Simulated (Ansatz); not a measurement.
# C₅N₄: a ladder of functionals and wavefunction methods

One table from this session's results is given with a row withheld; the runs are named, their logs left out.

The runs use Ansatz 0.2.0, Gaussian basis; functionals in def2-TZVPP, the program's frozen cores in correlated methods.

The runs, in order: LDA (SPW92), PBE-D4, revPBE-D4, BLYP-D4, r2SCAN-D4, B97M-V, PBE0-D4, B3LYP-D4, r2SCANh-D4, r2SCAN0-D4, HSE06-D4, BHLYP-D4, CAM-B3LYP-D4, LC-ωPBE, ωB97X-V, ωB97M-V, B2PLYP, PBE-QIDH; CCSD(T)/def2-SVP; CCSD(T)/def2-TZVPP; MP2/def2-QZVPP; extrapolation to the limit; RPA on PBE.

## The relaxed structure

All runs share one geometry, relaxed beforehand with PBE0-D4 in a triple-zeta def2 set.

9 atoms, charge 0, spin multiplicity 1.

Atoms are counted from 1 here; the program's logs count them from 0.

Bond lengths: N1–C2 1.146 Å, C2–C3 1.477 Å, C3–C4 1.477 Å, C3–C6 1.477 Å, C3–C8 1.477 Å, C4–N5 1.146 Å, C6–N7 1.146 Å, C8–N9 1.146 Å. Angles: N1–C2–C3 180.0°, C2–C3–C4 109.5°, C2–C3–C6 109.5°, C2–C3–C8 109.5°, C4–C3–C6 109.5°, C4–C3–C8 109.5°, C6–C3–C8 109.5°, C3–C4–N5 180.0°, C3–C6–N7 180.0°, C3–C8–N9 180.0°.

Set-up of the first run:

Contents of in.yaml:

```yaml
crystal:
  periodic: [false, false, false]
  atoms:
    - {symbol: N, position_ang: [1.617097, -1.990922, -0.549406]}
    - {symbol: C, position_ang: [0.910377, -1.120784, -0.309260]}
    - {symbol: C, position_ang: [0.000001, -0.000000, 0.000009]}
    - {symbol: C, position_ang: [-0.907656, 0.226545, -1.142545]}
    - {symbol: N, position_ang: [-1.612297, 0.402501, -2.029552]}
    - {symbol: C, position_ang: [0.790725, 1.221770, 0.250254]}
    - {symbol: N, position_ang: [1.404617, 2.170271, 0.444535]}
    - {symbol: C, position_ang: [-0.793445, -0.327533, 1.201572]}
    - {symbol: N, position_ang: [-1.409420, -0.581858, 2.134394]}
basis:
  gaussian: {orbitals: def2-TZVPP}
hamiltonian: {xc: lda}
output: {orbitals: {seedname: orbitals}}
```

Command:

```console
$ ansatz run in.yaml --threads 2 --pin off --events-out ev --progress --plain --max-ram 32768MiB --backend cuda --devices 0, --max-vram 18GiB
```

Steps of the session up to this table: LDA; PBE-D4 (GGA); revPBE-D4 (GGA); BLYP-D4 (GGA); r2SCAN-D4 (meta-GGA); B97M-V (meta-GGA); B3LYP-D4 (hybrid); r2SCANh-D4 (hybrid); r2SCAN0-D4 (hybrid); HSE06-D4 (hybrid); BHLYP-D4 (hybrid); CAM-B3LYP-D4 (range-separated); LC-ωPBE (range-separated); ωB97X-V (range-separated); ωB97M-V (range-separated); B2PLYP (double hybrid); PBE-QIDH (double hybrid).

One of the session's tables, all rows but one given; the rest of the session is left out.

It belongs to the step «Orbital energies across the functionals». 

| functional | HOMO (eV) | LUMO (eV) | gap (eV) |
| --- | --- | --- | --- |
| LDA (SPW92) | -10.21 | -3.34 | 6.88 |
| PBE-D4 | ? | ? | ? |
| revPBE-D4 | -9.90 | -2.93 | 6.98 |
| BLYP-D4 | -9.82 | -2.90 | 6.92 |
| r2SCAN-D4 | -10.32 | -2.90 | 7.42 |
| B97M-V | -10.25 | -2.70 | 7.55 |
| PBE0-D4 | -11.41 | -1.99 | 9.42 |
| B3LYP-D4 | -11.12 | -2.23 | 8.89 |
| r2SCANh-D4 | -10.84 | -2.51 | 8.33 |
| r2SCAN0-D4 | -11.63 | -1.92 | 9.71 |
| HSE06-D4 | -11.00 | -2.37 | 8.62 |
| BHLYP-D4 | -12.65 | -0.81 | 11.84 |
| CAM-B3LYP-D4 | -12.86 | -0.79 | 12.07 |
| LC-ωPBE | -14.39 | 0.46 | 14.85 |
| ωB97X-V | -13.88 | 0.38 | 14.26 |
| ωB97M-V | -13.74 | 0.30 | 14.04 |

**Question.** Estimate the row for PBE-D4.

**Answer.** HOMO (eV): -9.99; LUMO (eV): -3.04; gap (eV): 6.95. In the column «HOMO (eV)» it lies between LDA (SPW92) (-10.21) and revPBE-D4 (-9.90).
